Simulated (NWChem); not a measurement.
# AlI (iodoaluminum) at 6 levels

We compute a comparison of 6 runs (HF/STO-3G, HF/def2-SVP, HF/def2-TZVP, HF/def2-TZVPPD, PBE0/def2-SVP, MP2/def2-TZVPPD) of AlI (iodoaluminum). 

Program for the calculation: NWChem 7.3.0.

## (1) The molecule

AlI has 2 atoms, charge 0, and is taken as a singlet. As SMILES, `[Al][I]`. The bond length is the measured one.

Bond lengths: Al1–I2 2.537 Å.

## (2) Energy and gradient at HF/STO-3G (run 1)

ali.nw

```
START ali
TITLE "AlI gradient"
memory 2200 mb
charge 0
GEOMETRY units angstroms noautosym nocenter noautoz
   Al       0.000000       0.000000       0.000000
   I        0.000000       0.000000       2.537102
END
BASIS spherical bse
   * library STO-3G
END
SCF
   thresh 1e-08
   maxiter 80
END
TASK scf gradient
```

Command:

```
$ nwchem ali.nw > ali.out
```

Standard output:

```text
[...]
  functions       =    36
[...]
  wavefunction    = RHF
[...]
         Total SCF energy =  -7089.747160219453
      One-electron energy = -10069.136604680534
      Two-electron energy =   2835.680943754057
 Nuclear repulsion energy =    143.708500707024
        Time for solution =      2.4s
[...]
                         RHF ENERGY GRADIENTS
    atom               coordinates                        gradient
                 x          y          z           x          y          z
   1 Al      0.000000   0.000000   0.000000   -0.000000  -0.000000   0.005048
   2 I       0.000000   0.000000   4.794428    0.000000   0.000000  -0.005048
[...]
```

It took 4.5 s on 1 thread of Intel Xeon Platinum 8259CL at 2.50GHz (Skylake/Cascade Lake), shared host; peak memory 0.1 GiB.

## (3) Energy and forces at HF/def2-SVP (core potential) (run 2)

run.nw

```
start run
memory 2200 mb

geometry units angstrom noautosym nocenter noautoz
 Al    0.000000    0.000000    0.000000
 I     0.000000    0.000000    2.537102
end

basis spherical bse
 * library def2-SVP
end

ecp bse
 I library def2-SVP
end

scf
 thresh 1e-08
 maxiter 80
 print low
end

task scf gradient
```

Command:

```
$ nwchem run.nw > run.out
```

Standard output:

```text
[...]
  functions       =    44
[...]
  wavefunction    = RHF
[...]
         Total SCF energy =   -538.544437836469
      One-electron energy =   -990.063176686553
      Two-electron energy =    383.731710214695
 Nuclear repulsion energy =     67.787028635389
        Time for solution =      6.1s
[...]
                         RHF ENERGY GRADIENTS
    atom               coordinates                        gradient
                 x          y          z           x          y          z
   1 Al      0.000000   0.000000   0.000000    0.000000  -0.000000   0.005786
   2 I       0.000000   0.000000   4.794428   -0.000000   0.000000  -0.005786
 Task  times  cpu:        7.6s     wall:        7.6s
 Total times  cpu:        7.6s     wall:        7.6s
```

It took 8.7 s on 1 thread of Intel Xeon Platinum 8259CL at 2.50GHz (Skylake/Cascade Lake), shared host; peak memory 0.1 GiB.

Run 3 isn't shown in full; the table further down has it.

## (4) Energy and gradient at HF/def2-TZVPPD (core potential) (run 4)

ali.xyz

```xyz
2
AlI gradient
Al     0.000000     0.000000     0.000000
I      0.000000     0.000000     2.537102
```

ali.nw

```
start ali
title "AlI gradient"
memory total 2200 mb
charge 0

geometry units angstroms noautosym nocenter noautoz
  load format xyz ali.xyz
end

basis "ao basis" spherical bse
  Al library def2-TZVPPD
  I library def2-TZVPPD
end

ecp bse
  I library def2-TZVPPD
end

scf
  thresh 1e-08
  maxiter 80
end

task scf gradient
```

Command:

```
$ nwchem ali.nw > ali.out
```

Standard output:

```text
[...]
  functions       =   107
[...]
  wavefunction    = RHF
[...]
         Total SCF energy =   -538.638400819572
      One-electron energy =   -990.204118726788
      Two-electron energy =    383.778689271827
 Nuclear repulsion energy =     67.787028635389
        Time for solution =     46.6s
[...]
                         RHF ENERGY GRADIENTS
    atom               coordinates                        gradient
                 x          y          z           x          y          z
   1 Al      0.000000   0.000000   0.000000    0.000000   0.000000   0.006453
   2 I       0.000000   0.000000   4.794428   -0.000000  -0.000000  -0.006453
[...]
```

Run time: 64 s. Hardware: 1 thread of Intel Xeon Platinum 8259CL at 2.50GHz (Skylake/Cascade Lake), shared host; peak memory 0.11 GiB.

Run 5 isn't shown in full; the table further down has it.

## (5) Energy and gradient at MP2/def2-TZVPPD (core potential) (run 6)

ali.nw

```
start ali
title "iodoaluminum"
memory total 2200 mb
charge 0
geometry units atomic noautosym nocenter noautoz
  Al   0.00000000   0.00000000   0.00000000
  I    0.00000000   0.00000000   4.79442793
end
basis spherical bse
  Al library def2-TZVPPD
  I library def2-TZVPPD
end
ecp bse
  I library def2-TZVPPD
end
scf
  thresh 1e-08
  maxiter 80
end
mp2
  freeze core 9
  tight
end
task mp2 gradient
```

Command:

```
$ nwchem ali.nw > ali.out
```

Standard output:

```text
[...]
  functions       =   107
[...]
  wavefunction    = RHF
[...]
         Total SCF energy =   -538.638400829319
      One-electron energy =   -990.204109220224
      Two-electron energy =    383.778684632264
 Nuclear repulsion energy =     67.787023758641
        Time for solution =     45.7s
[...]
          Total MP2 energy          -539.187370932512
[...]
                         mp2 ENERGY GRADIENTS
    atom               coordinates                        gradient
                 x          y          z           x          y          z
   1 Al      0.000000   0.000000   0.000000   -0.000000   0.000000  -0.000013
   2 I       0.000000   0.000000   4.794428    0.000000  -0.000000   0.000013
[...]
```

Run time: 2.3 min. Hardware: 1 thread of Intel Xeon Platinum 8259CL at 2.50GHz (Skylake/Cascade Lake), shared host; peak memory 0.36 GiB.

## (6) Overview of the runs

| run | level | core potential | iteration cap | energy (Eh) | dipole moment (D) | HOMO energy (eV) | LUMO energy (eV) | wall time |
| --- | --- | --- | --- | --- | --- | --- | --- | --- |
| 1 | HF/STO-3G | – | 80 | -7089.747160 | 5.42 | -5.18 | 8.17 | 4.5 s |
| 2 | HF/def2-SVP (core potential) | def2-SVP | 80 | -538.544438 | – | – | – | 8.7 s |
| 3 | HF/def2-TZVP (core potential) | def2-TZVP | 80 | -538.638098 | 1.86 | -8.63 | 0.70 | 48 s |
| 4 | HF/def2-TZVPPD (core potential) | def2-TZVPPD | 80 | -538.638401 | 1.87 | -8.64 | 0.58 | 64 s |
| 5 | PBE0/def2-SVP (core potential) | def2-SVP | 100 | -539.992752 | 1.69 | -6.75 | -1.94 | 11 s |
| 6 | MP2/def2-TZVPPD (core potential) | def2-TZVPPD | 80 | -539.187371 | 1.78 | -8.64 | 0.58 | 2.3 min |

## (7) Outcome

| quantity | value |
| --- | --- |
| run 6: total energy | -539.18737 Eh |
| run 6: dipole moment (of the density that the program reports) | 1.78 D |
| run 6: HOMO energy (Hartree–Fock orbitals) | -8.64 eV |
| run 6: LUMO energy (Hartree–Fock orbitals) | 0.58 eV |
| run 6: HOMO–LUMO gap (Hartree–Fock orbitals) | 9.22 eV |
| run 6: correlation energy (9 core orbitals frozen) | -549.0 mEh |
| run 6: largest force on an atom | 0.001 eV/Å |

In words: Over runs 1, 3, 4, 5, 6 the dipole moment (its size) runs from 1.69 D (PBE0/def2-SVP) to 5.42 D (HF/STO-3G). The two ends differ in method and basis and core potential. Over runs 1, 3, 4, 5 the HOMO–LUMO gap runs from 4.81 eV (PBE0/def2-SVP) to 13.35 eV (HF/STO-3G). Some runs of one species differ in core potentials or relativity; totals across that change don't compare. In run 1 the basis is minimal, so the values are rough. In run 1 relativity is left out where basis or elements ask for it. All runs together took 4.5 min, the longest 2.3 min.
